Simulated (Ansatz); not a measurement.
# BFH3NO: how energies converge with the basis set

The task here is to estimate one member of a computed series from the others.

Program: Ansatz 0.2.0, Gaussian basis. Level of theory: one geometry, several basis sets. These are calculated values, not measurements.

Levels to be run: PBE0-D4/def2-SVP; ωB97M-V/def2-SVP; PBE0-D4/def2-QZVPP; ωB97M-V/def2-QZVPP; the functionals' def2-TZVPP values are taken from earlier runs.

## The relaxed structure

The geometry comes from an earlier relaxation with PBE0-D4 in a triple-zeta def2 set; it is a stationary point, not always the lowest conformer.

SMILES `NB(O)F`, 7 atoms, charge 0, spin multiplicity 1.

Atoms are counted from 1 here; the program's logs count them from 0.

Bond lengths: N1–B2 1.406 Å, N1–H5 1.004 Å, N1–H6 1.003 Å, B2–O3 1.363 Å, B2–F4 1.337 Å, O3–H7 0.957 Å. Angles: B2–N1–H5 121.1°, B2–N1–H6 124.7°, H5–N1–H6 114.2°, N1–B2–O3 125.7°, N1–B2–F4 118.3°, O3–B2–F4 116.0°, B2–O3–H7 114.6°.

As a file:

```csv
atom,x (Å),y (Å),z (Å)
N1,-0.5318,0.7534,-0.0321
B2,0.0393,-0.5057,-0.2888
O3,1.1063,-1.0443,0.3670
F4,-0.4948,-1.2582,-1.2563
H5,-1.3204,1.0817,-0.5597
H6,-0.2101,1.3943,0.6685
H7,1.4727,-0.4892,1.0557
```

Set-up of the first run:

Contents of in.yaml:

```yaml
crystal:
  periodic: [false, false, false]
  atoms:
    - {symbol: N, position_ang: [-0.531796, 0.753355, -0.032135]}
    - {symbol: B, position_ang: [0.039290, -0.505707, -0.288805]}
    - {symbol: O, position_ang: [1.106278, -1.044256, 0.366996]}
    - {symbol: F, position_ang: [-0.494758, -1.258237, -1.256257]}
    - {symbol: H, position_ang: [-1.320361, 1.081730, -0.559678]}
    - {symbol: H, position_ang: [-0.210145, 1.394327, 0.668472]}
    - {symbol: H, position_ang: [1.472692, -0.489212, 1.055706]}
basis:
  gaussian: {orbitals: def2-SVP}
hamiltonian: {xc: pbe0, dispersion: d4}
output: {orbitals: {seedname: orbitals}}
```

Steps of the session up to this table: PBE0-D4 in def2-SVP; ωB97M-V in def2-SVP; PBE0-D4 in def2-QZVPP; ωB97M-V in def2-QZVPP.

One table of the session follows, with a row left open; its other results are not shown here.

It belongs to the step «Density functionals: the series». 

| functional | basis | HOMO (eV) | LUMO (eV) |
| --- | --- | --- | --- |
| PBE0-D4 | def2-SVP | -7.85 | 1.28 |
| PBE0-D4 | def2-TZVPP | -8.12 | 0.40 |
| PBE0-D4 | def2-QZVPP | -8.18 | 0.14 |
| ωB97M-V | def2-SVP | -10.26 | 2.89 |
| ωB97M-V | def2-TZVPP | -10.53 | 1.72 |
| ωB97M-V | def2-QZVPP | ? | ? |

Q: Estimate the row for ωB97M-V, def2-QZVPP from the others.

**Answer.** HOMO (eV): -10.59; LUMO (eV): 1.32. In the column «HOMO (eV)» it is the lowest.
